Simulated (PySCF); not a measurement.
**Pb3: other functionals and bases at one geometry**

An exercise on one series of results from a longer session: the logs are not shown, and one member is left open.

The runs use PySCF 2.14.0; several levels, as the steps say, no spin–orbit coupling.

1 further run of the same task is left out (for a known fault of the program).

**The system as given**

3 atoms, charge 0, spin multiplicity 3.

Bond lengths: Pb1–Pb2 3.003 Å, Pb1–Pb3 3.003 Å, Pb2–Pb3 3.003 Å. Angles: Pb2–Pb1–Pb3 60.0°, Pb1–Pb2–Pb3 60.0°, Pb1–Pb3–Pb2 60.0°.

Coordinates:

```xyz
3
Pb3
Pb    1.73372   -0.00003    0.00000
Pb   -0.86683    1.50146    0.00000
Pb   -0.86689   -1.50143    0.00000
```

An earlier session relaxed this geometry at r2SCAN, Pb def2-SVP with ECP60 (triplet, point group D3h).

At r2SCAN on the finer grid: E = -578.939658 Eh, HOMO -4.67 eV, LUMO -3.69 eV (over both spins), ⟨S²⟩ = 2.005, Mulliken charge on Pb1 -0.00 e, largest force component 0.027 eV/Å. 

Levels to run: B3LYP; PBE; TPSS; PBE0; r2SCAN, TZVP. Hardware: 2 threads of Intel Xeon at 2.50GHz (Skylake/Cascade Lake), shared host.

Set-up of the first run:

Input file run.py (the lines that set the calculation):

```python
mol = gto.M(atom='''
Pb     1.73372    -0.00003     0.00000
Pb    -0.86683     1.50146     0.00000
Pb    -0.86689    -1.50143     0.00000''',
    basis={'Pb': 'def2-SVP'},
    ecp={'Pb': 'def2-SVP'},
    charge=0, spin=2)
mf = dft.UKS(mol, xc='B3LYP')
mf.grids.atom_grid = (75, 302)
mf = mf.density_fit()  # fitting sets: Pb def2-universal-JKFIT
mf.conv_tol = 1e-08; mf.max_cycle = 55
mf.kernel(dm0)  # dm0: the density of the relaxed state
```

Launch:

```sh
$ OMP_NUM_THREADS=2 python run.py
```

Among the steps run: B3LYP; PBE; TPSS; PBE0; r2SCAN, TZVP.

One table of the session follows, with a row left open; its other results are not shown here.

| level | HOMO (eV) | gap (eV) | largest force component (eV/Å) |
| --- | --- | --- | --- |
| r2SCAN (relaxed here) | -4.67 | 0.98 | 0.03 |
| B3LYP | -4.99 | 1.55 | 0.29 |
| PBE | -4.49 | 0.62 | 0.25 |
| TPSS | ? | ? | ? |
| PBE0 | -5.09 | 1.89 | 0.07 |
| r2SCAN, TZVP | -4.65 | 1.03 | 0.17 |

**Question.** Estimate the row for TPSS.

As computed: HOMO (eV): -4.48; gap (eV): 0.68; largest force component (eV/Å): 0.11. In the column «HOMO (eV)» it is the highest.

In one basis the HOMO–LUMO gap runs from 0.62 eV (PBE) to 1.89 eV (PBE0). The largest leftover force, 0.29 eV/Å with B3LYP, stands at a geometry relaxed at another level. Total energies of different levels can't be compared.
